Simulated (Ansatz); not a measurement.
**LuAlP2: a single-point run**

The task is a single-point run on LuAlP2. The structure is shown as the input types it. The cell is built on a prototype (ordering on rocksalt) and needn't be the phase found in nature.

Method: density functional or hybrid calculation with the settings of its input, plane waves (as first typed), in Ansatz 0.2.0.

3 further runs of the same task are left out: 1 for a known fault of the program, 2 that didn't finish.

**1. The structure to begin with**

The structure is tetragonal, space group P4/mmm (No. 123). Conventional cell: a = 3.755 Å, b = 3.755 Å, c = 5.432 Å, α = 90.00°, β = 90.00°, γ = 90.00°. Al (site symmetry 4/mmm) is surrounded by 6 P at 2.66 to 2.72 Å. P (site symmetry 4/mmm) is surrounded by 4 Lu at 2.66 Å and 2 Al at 2.72 Å. Around Lu (site symmetry 4/mmm) lie 6 P at 2.66 to 2.72 Å. P (site symmetry 4/mmm) is surrounded by 4 Al at 2.66 Å and 2 Lu at 2.72 Å.

Coordinates:

```
CELL_PARAMETERS angstrom
3.75511 0.00000 0.00000
0.00000 3.75511 0.00000
0.00000 0.00000 5.43229
ATOMIC_POSITIONS crystal
Al 0.00000 0.00000 0.00000
P 0.00000 0.00000 0.50000
Lu 0.50000 0.50000 0.50000
P 0.50000 0.50000 0.00000
```

**2. Input and run**

File input.yaml:

```yaml
crystal:
  lattice:
    - [3.7551134063, 0.0, 0.0]
    - [0.0, 3.7551134063, 0.0]
    - [0.0, 0.0, 5.4322892763]
  atoms:
    - { symbol: Al, position: [0.0, 0.0, 0.0] }
    - { symbol: P, position: [0.0, 0.0, 0.5] }
    - { symbol: Lu, position: [0.5, 0.5, 0.5] }
    - { symbol: P, position: [0.5, 0.5, 0.0] }
kpoints:
  mp_grid: { grid: [6, 6, 4] }
hamiltonian:
  xc: pbesol
scf:
  occupations: { method: fermi_dirac, width: 0.02 }
  n_extra_bands: 5
  max_iter: 69
output:
  forces: true
  stress: true
  eigenvalues: true
basis:
  ecutwfc: 120
```

On the command line:

```bash
$ ansatz run input.yaml --threads 4 --pin off --max-ram 3686MiB --backend cpu --events-out ev --progress --plain --runs-dir out
```

Q: Will this input give a usable result? If not, why, and what should change?

This run ends as converged, with warnings (cutoff below recommended). Its log warns: «basis.ecutwfc = 120 eV is below the records' recommended 420 eV ...»

In the input, basis.ecutwfc is 120. The cutoff lies far under what these potentials need. The potentials' recommended cutoff is 420 eV.

Run again and compare: delete basis.ecutwfc (the default then holds).
